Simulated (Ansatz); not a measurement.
# ZnSn2N3: the cost of one run

Method: DFT PBE, scalar-relativistic, plane waves, PAW, in Ansatz 0.2.0.

1 further run of the same task is left out (it didn't finish).

## 1. The starting structure

It takes space group P6/mmm (No. 191, hexagonal). The conventional cell has a = 5.821 Å, b = 5.821 Å, c = 3.270 Å, α = 90.00°, β = 90.00°, γ = 120.00°. Zn (site symmetry 6/mmm) is surrounded by 2 Zn at 3.27 Å and 12 N at 3.34 Å and 6 Sn at 3.36 Å. Sn (site symmetry -6m2) is surrounded by 6 N at 2.34 Å. Around N (site symmetry mmm) lie 4 Sn at 2.34 Å and 4 Zn at 3.34 Å.

As a file:

```
Zn Sn N
1.0
     5.82133    0.00000    0.00000
    -2.91066    5.04142    0.00000
     0.00000    0.00000    3.26976
Zn Sn N
1 2 3
Direct
  0.00000 0.00000 0.00000
  0.33333 0.66667 0.00000
  0.66667 0.33333 0.00000
  0.50000 0.00000 0.50000
  0.50000 0.50000 0.50000
  0.00000 0.50000 0.50000
```

A structure generator made this guess: species swapped into a database cell of LuB2Os3 (P6/mmm, No. 191), with Zn on the Lu sites, Sn on the B sites and N on the Os sites. Its size is a rough estimate.

## 2. A first look at the guess

The input, input.yaml:

```yaml
crystal:
  lattice:
    - [5.82132751, 0.0, 0.0]
    - [-2.91066375, 5.0414175, 0.0]
    - [0.0, 0.0, 3.26976109]
  atoms:
    - { symbol: Zn, position: [0.0, 0.0, 0.0] }
    - { symbol: Sn, position: [0.33333333, 0.66666667, 0.0] }
    - { symbol: Sn, position: [0.66666667, 0.33333333, 0.0] }
    - { symbol: "N", position: [0.5, 0.0, 0.5] }
    - { symbol: "N", position: [0.5, 0.5, 0.5] }
    - { symbol: "N", position: [0.0, 0.5, 0.5] }
basis:
  ecutwfc: 420
kpoints:
  mp_grid: { grid: [3, 3, 6] }
hamiltonian:
  xc: pbe
scf:
  occupations: { method: gaussian, width: 0.1 }
  lower_state_search: "off"
output:
  forces: true
  stress: true
  eigenvalues: true
```

The run is started by

```sh
> ansatz run input.yaml --threads 1 --pin off --max-ram 2560MiB --backend cpu --events-out ev --progress --plain --runs-dir out
```

Q: Estimate wall time and peak memory on 1 thread of Intel Xeon at 2.70GHz, shared host.

About 4 s, with a peak of 0.39 GiB.
